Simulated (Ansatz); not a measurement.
# AlH7OSi2: one species, many methods

Aim: compute AlH7OSi2 with functionals from several rungs and with coupled cluster. The yardstick is the atomisation energy at the CCSD(T) limit.

The runs use Ansatz 0.2.0, Gaussian basis; functionals in def2-TZVPP, the program's frozen cores in correlated methods.

The runs, in order: PBE-D4, r2SCAN-D4, PBE0-D4, B3LYP-D4, ωB97X-V, ωB97M-V, B2PLYP; CCSD(T)/def2-TZVPP; MP2/def2-QZVPP; extrapolation to the limit.

### 1 The relaxed structure

All runs share one geometry, relaxed beforehand with PBE0-D4 in a triple-zeta def2 set.

SMILES `O[SiH2][AlH][SiH3]`, 11 atoms, charge 0, spin multiplicity 1.

Atoms are counted from 1 here; the program's logs count them from 0.

Bond lengths: O1–Si2 1.661 Å, O1–H5 0.958 Å, Si2–Al3 2.469 Å, Si2–H6 1.489 Å, Si2–H7 1.498 Å, Al3–Si4 2.463 Å, Al3–H8 1.592 Å, Si4–H9 1.494 Å, Si4–H10 1.491 Å, Si4–H11 1.493 Å. Angles: Si2–O1–H5 117.1°, O1–Si2–Al3 111.7°, O1–Si2–H6 105.0°, O1–Si2–H7 110.8°, Al3–Si2–H6 112.9°, Al3–Si2–H7 109.9°, H6–Si2–H7 106.3°, Si2–Al3–Si4 118.2°, Si2–Al3–H8 122.3°, Si4–Al3–H8 119.5°, Al3–Si4–H9 111.7°, Al3–Si4–H10 112.8°, Al3–Si4–H11 110.8°, H9–Si4–H10 107.1°, H9–Si4–H11 106.8°, H10–Si4–H11 107.4°.

### 2 PBE-D4 (GGA)

File in.yaml:

```yaml
crystal:
  periodic: [false, false, false]
  atoms:
    - {symbol: O, position_ang: [-1.376758, 1.986858, 0.268601]}
    - {symbol: Si, position_ang: [0.123133, 1.774053, 0.950899]}
    - {symbol: Al, position_ang: [0.967691, -0.519780, 0.605228]}
    - {symbol: Si, position_ang: [-0.148031, -1.931375, -1.077167]}
    - {symbol: H, position_ang: [-1.520925, 1.600466, -0.595969]}
    - {symbol: H, position_ang: [-0.054690, 2.114757, 2.388951]}
    - {symbol: H, position_ang: [1.103077, 2.765238, 0.401301]}
    - {symbol: H, position_ang: [2.202011, -1.103575, 1.423116]}
    - {symbol: H, position_ang: [-1.099511, -1.142900, -1.916018]}
    - {symbol: H, position_ang: [0.813859, -2.590515, -2.006826]}
    - {symbol: H, position_ang: [-0.944457, -3.010128, -0.421515]}
basis:
  gaussian: {orbitals: def2-TZVPP}
hamiltonian: {xc: pbe, dispersion: d4}
output: {forces: true, orbitals: {seedname: orbitals}}
```

Launch:

```
$ ansatz run in.yaml --threads 4 --pin off --events-out ev --progress --plain --max-ram 10444MiB
```

Further steps of the session: r2SCAN-D4 (meta-GGA); PBE0-D4 (hybrid); B3LYP-D4 (hybrid); ωB97X-V (range-separated); ωB97M-V (range-separated); B2PLYP (double hybrid); CCSD(T) in def2-TZVPP; MP2 in def2-QZVPP.

Q: Predict the results of all the runs planned. Wanted: atomisation energy, CCSD(T)/CBS; farthest; mean size of error, hybrid; mean size of error, range-separated; gap, smallest and largest; T1 diagnostic; triples share of the correlation energy.

**Answer**, as computed:

| quantity | value |
| --- | --- |
| atomisation energy, CCSD(T)/CBS | 3245.6 kJ/mol |
| functionals within 16.2 kJ/mol (0.5 %) | r2SCAN-D4, ωB97X-V |
| farthest | B2PLYP (-68.2 kJ/mol) |
| mean size of error, hybrid | 45.8 kJ/mol |
| mean size of error, range-separated | 16.9 kJ/mol |
| gap, smallest and largest | 2.81 eV (PBE-D4), 8.69 eV (ωB97X-V) |
| T1 diagnostic | 0.0130 |
| triples share of the correlation energy | 3.3 % |

PBE-D4 misses by -44.1 kJ/mol. Double hybrids carry the basis error of their MP2 part in triple zeta, and no dispersion term here, so their miss is partly the set-up's. The reference freezes the cores and leaves out relativity and excitations past (T), so misses under about 16.2 kJ/mol can't be ranked. Hartree-Fock recovers 74 % of the binding; the rest is correlation. The gap grows from 2.8 to 8.7 eV across the functionals, mostly with the share of exact exchange.
